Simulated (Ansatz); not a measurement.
# FGe2H5O: geometry optimisation in Python

Aim: a geometry optimisation, for FGe2H5O, run from a script. SMILES: [OH][GeH]([F])[GeH3].

All numbers are computed with Ansatz 0.2.0 through its Python package. Level of theory: B3LYP/def2-SVP.

### 1 The system

Bond lengths: O1–Ge2 1.794 Å, Ge2–F3 1.762 Å, Ge2–Ge4 2.448 Å, O1–H5 0.952 Å, Ge2–H6 1.539 Å, Ge4–H7 1.541 Å, Ge4–H8 1.548 Å, Ge4–H9 1.512 Å. Angles: O1–Ge2–F3 111.0°, O1–Ge2–Ge4 107.0°, O1–Ge2–H6 110.6°, F3–Ge2–Ge4 109.1°, F3–Ge2–H6 108.0°, Ge4–Ge2–H6 111.2°, Ge2–O1–H5 104.8°, Ge2–Ge4–H7 107.9°, Ge2–Ge4–H8 107.2°, Ge2–Ge4–H9 108.5°, H7–Ge4–H8 109.0°, H7–Ge4–H9 113.9°, H8–Ge4–H9 110.2°.

Input file fge2h5o.xyz:

```xyz
9

O    -0.88890    0.82860    1.75760
Ge   -0.81660    0.67030   -0.02820
F    -0.62310    2.24550   -0.79370
Ge    1.13190   -0.71800   -0.54490
H    -1.05320   -0.05390    2.07420
H    -2.11110    0.03570   -0.56820
H     1.18990   -0.90310   -2.07370
H     0.90050   -2.09580    0.12170
H     2.35930   -0.05570    0.03800
```

### 2 The code

opt_fge2h5o.py

```python
"""Geometry optimisation of FGe2H5O."""

import argparse
import itertools

import ansatz as az
from ase.data import atomic_numbers, covalent_radii
import numpy as np

parser = argparse.ArgumentParser(description="Geometry optimisation of FGe2H5O.")
parser.add_argument("--basis", default="def2-SVP", help="basis")
parser.add_argument("--xc", default="B3LYP", help="exchange-correlation functional")
args = parser.parse_args()


def main() -> None:
    fge2h5o = az.Crystal.molecule_from_extxyz("fge2h5o.xyz")

    setup = fge2h5o.calculation().basis(gaussian=args.basis).functional(args.xc)
    symbols = [site.symbol for site in fge2h5o.cartesian_sites]
    start = np.array([site.position_ang for site in fge2h5o.cartesian_sites], dtype=float)
    def progress(event):
        if event["event"] == "relax_step":
            row = event["data"]
            print(f"step {row['step']:3d}  E = {row['lagrangian_ev']:.6f} eV  largest force component {row['allowed_force_max_ev_ang']:.4f} eV/A")


    summary = setup.relax(force_tolerance=0.02).session().plan().execute(on_event=progress).report
    end = np.array(summary["positions_ang"])

    print(f"E = {summary['free_energy_ev']:.6f} eV = {summary['free_energy_ev'] / 27.211386246:.7f} Ha")
    print("converged:", summary["converged"], " doubts:", summary["published_state_doubts"] or "none")

    # pairs closer than 1.2 times the sum of covalent radii, before or after
    radius = [covalent_radii[atomic_numbers[s]] for s in symbols]
    span = lambda where, i, j: np.linalg.norm(where[i] - where[j])
    bonded = [(i, j) for i, j in itertools.combinations(range(len(symbols)), 2) if min(span(start, i, j), span(end, i, j)) < 1.2 * (radius[i] + radius[j])]
    print("pair        before    after (A)")
    for i, j in bonded:
        print(f"{symbols[i]}{i}-{symbols[j]}{j}".ljust(10), f"{span(start, i, j):8.4f} {span(end, i, j):8.4f}")


if __name__ == "__main__":
    main()
```

### 3 Launch

Run with:

```sh
python opt_fge2h5o.py
```

**Question.** What results will this script give? Wanted: total energy; dipole moment; moves of the relaxation; energy gained; last largest force component.

**Answer**, as computed:

| quantity | value |
| --- | --- |
| total energy | -117867.8539 eV |
| dipole moment | 3.41 D |
| moves of the relaxation | 5 |
| energy gained | 0.147 eV |
| last largest force component | 0.0191 eV/Å |

After 5 moves the largest shift is 0.240 Å, of atom 5 (H). The end point is the stationary point reached from this start; no frequency run checks that it is a minimum, and the basis set is modest. b3lyp holds the VWN-RPA fit, as in Gaussian; the form of ORCA and Turbomole is b3lyp5.
